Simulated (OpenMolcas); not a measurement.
# Ir⁴⁺ among point charges: CASSCF and CASPT2 levels and susceptibility

How does a field of 6 point charges split the states of Ir⁴⁺, and what χT follows?

Method: state-averaged CASSCF and CASPT2, spin-orbit coupling by RASSI with atomic mean-field integrals. Code: OpenMolcas 26.06.

**1. The system**

| Item | Value |
| --- | --- |
| Species | Ir⁴⁺ (iridium, Z = 77, 73 electrons) |
| Basis | ANO-RCC-VDZP [7s6p4d2f], 59 functions |
| Scalar Hamiltonian | DKH2, point nucleus |
| Inactive shells | 1s 2s 2p 3s 3p 3d 4s 4p 4d 4f 5s 5p |
| Active space | 5 electrons in 5 orbitals (5d) |
| Some configurations of this space | 5d⁵ |
| Orbitals | optimised for each spin and parity, averaged over all roots |

Outer shells as boxes (Hund's rule):

5d5
```
5d [↑ ][↑ ][↑ ][↑ ][↑ ]
```

The ion sits among 6 point charges of -1 e arranged as an octahedron (Oh), 1.89 Å from the ion.

Each step is its own input file, run in one work folder so that later steps find the files of earlier ones. Labels, J, g values, rates, χT and fits are worked out afterwards by a script from the matrices that RASSI stores. The input lists half of the charges; inversion (Group=XYZ) makes the rest.

**2. Basis and integrals**

Contents of a.inp:

```
&GATEWAY
Coord
1

Ir 0.0 0.0 0.0
Basis=ANO-RCC-VDZP
Group=XYZ
NoMove
AngMom=0.0 0.0 0.0
AMFI
XField
3 Angstrom 0
1.890000 0.000000 0.000000 -1.000000
0.000000 1.890000 0.000000 -1.000000
0.000000 0.000000 1.890000 -1.000000
&SEWARD
```

On the command line:

```console
> OMP_NUM_THREADS=1 MOLCAS_MEM=1689 MOLCAS_PROJECT=a pymolcas a.inp > a.log
```

**3. Reference wave functions, sextets of even parity, 1 root**

Contents of a.inp:

```
&RASSCF
FileOrb=start.orb
Symmetry=1
Spin=6
nActEl=5 0 0
Inactive=15 19
Ras2=5 0
CIRoot=1 1 1
SDav=1
CIMx=300
Iter=120 100
PrWF=0.3
OrbListing=Nothing
MaxOrb=0
>>> COPY $Project.JobIph JOB001
```

start.orb holds the contracted functions of the basis, ordered by shell, or the orbitals of the step before.

**4. Reference wave functions, quartets of even parity, 24 roots**

Contents of a.inp:

```
&RASSCF
FileOrb=start.orb
Symmetry=1
Spin=4
nActEl=5 0 0
Inactive=15 19
Ras2=5 0
CIRoot=24 24 1
SDav=24
CIMx=300
Iter=120 100
PrWF=0.3
OrbListing=Nothing
MaxOrb=0
>>> COPY $Project.JobIph JOB002
```

**5. Reference wave functions, doublets of even parity, 75 roots**

Contents of a.inp:

```
&RASSCF
FileOrb=start.orb
Symmetry=1
Spin=2
nActEl=5 0 0
Inactive=15 19
Ras2=5 0
CIRoot=75 75 1
SDav=75
CIMx=300
Iter=120 100
PrWF=0.3
OrbListing=Nothing
MaxOrb=0
>>> COPY $Project.JobIph JOB003
```

**6. RASSI: spin-orbit coupling between the states**

Contents of a.inp:

```
&RASSI
NrOfJobIphs=3 1 24 75
1
1 2 3 4 5 6 7 8 9 10 11 12 13 14 15 16 17 18 19 20 21 22 23 24
1 2 3 4 5 6 7 8 9 10 11 12 13 14 15 16 17 18 19 20 21 22 23 24 25 26 27
28 29 30 31 32 33 34 35 36 37 38 39 40 41 42 43 44 45 46 47 48 49 50 51
52 53 54 55 56 57 58 59 60 61 62 63 64 65 66 67 68 69 70 71 72 73 74 75
IphNames
JOB001
JOB002
JOB003
EJob
SpinOrbit
DIPRint=1.0
SOCoupling=1000.0
Subsets=2
Property=9
'ANGMOM' 1 'ANGMOM' 2 'ANGMOM' 3 'MLTPL  1' 1 'MLTPL  1' 2 'MLTPL  1' 3
'AMFI' 1 'AMFI' 2 'AMFI' 3
SOProperty=3
'ANGMOM' 1 'ANGMOM' 2 'ANGMOM' 3
```

**7. CASPT2: IPEA 0.25, imaginary shift 0.1 (closed shells correlated: 5s 5p)**

Contents of a.inp:

```
>>> COPY JOB001 $Project.JobIph
&CASPT2
Multistate=1 1
Frozen=14 16
IPEA=0.25
Imaginary=0.1
MaxIter=60
WThr=0.0 0.3 0.05
PrWF=0.5
NoMix
>>> COPY JOB002 $Project.JobIph
&CASPT2
Multistate=24 1 2 3 4 5 6 7 8 9 10 11 12 13 14 15 16 17 18 19 20 21 22
23 24
NoMult
Frozen=14 16
IPEA=0.25
Imaginary=0.1
MaxIter=60
WThr=0.0 0.3 0.05
PrWF=0.5
NoMix
>>> COPY JOB003 $Project.JobIph
&CASPT2
Multistate=75 1 2 3 4 5 6 7 8 9 10 11 12 13 14 15 16 17 18 19 20 21 22
23 24 25 26 27 28 29 30 31 32 33 34 35 36 37 38 39 40 41 42 43 44 45 46
47 48 49 50 51 52 53 54 55 56 57 58 59 60 61 62 63 64 65 66 67 68 69 70
71 72 73 74 75
NoMult
Frozen=14 16
IPEA=0.25
Imaginary=0.1
MaxIter=60
WThr=0.0 0.3 0.05
PrWF=0.5
NoMix
```

(Steps that only read results are left out.)

Q: Predict the outcome of this session. Wanted: spin-free ground state; lowest level; next level.

The runs gave:

| quantity | value |
| --- | --- |
| method | SS-CASPT2, IPEA 0.25, imaginary shift 0.1 (closed shells correlated: 5s 5p) |
| spin-free ground state | 6A1, 1-fold in its orbital part |
| lowest level | 2-fold Γ7, g = 3.19, 3.19, 3.19 |
| next level | 155.8 cm⁻¹ |
| χT at 300 K | 3.94 cm³ K/mol |
| effective moment at 300 K | 5.61 μB |

Cost by method:

```tsv
method	time of its own steps	time with the reference
A. CASSCF	21 s	21 s
B. SS-CASPT2, IPEA 0.25, imaginary shift 0.1, +5s 5p	6.6 s	28 s
```

Times are of one thread on a shared host.

The spin-free ground state (6A1) comes to 100 % from free-ion S terms and keeps the highest spin of the shell. χT at 300 K is 3.94, against 4.39 cm³ K/mol for the spin alone, so spin-orbit coupling lowers it. An active space of the d shell alone favours high spin; real ions in strong fields can be low spin. A ligand-field fit to the states below 45000 cm-1 gives 10Dq = 6140 cm-1, B = 769 cm-1 and C = 3545 cm-1 (C/B = 4.61), with a deviation of 411 cm-1. CASPT2 does not keep the components of a term degenerate, and the means are used. The field of point charges can differ much from that of real complexes. With metal d orbitals alone active, the gaps between spin states are rough; where two lie within a few thousand cm-1, their order is open. Point charges carry no covalency, so the field is a model and not that of real ligands.
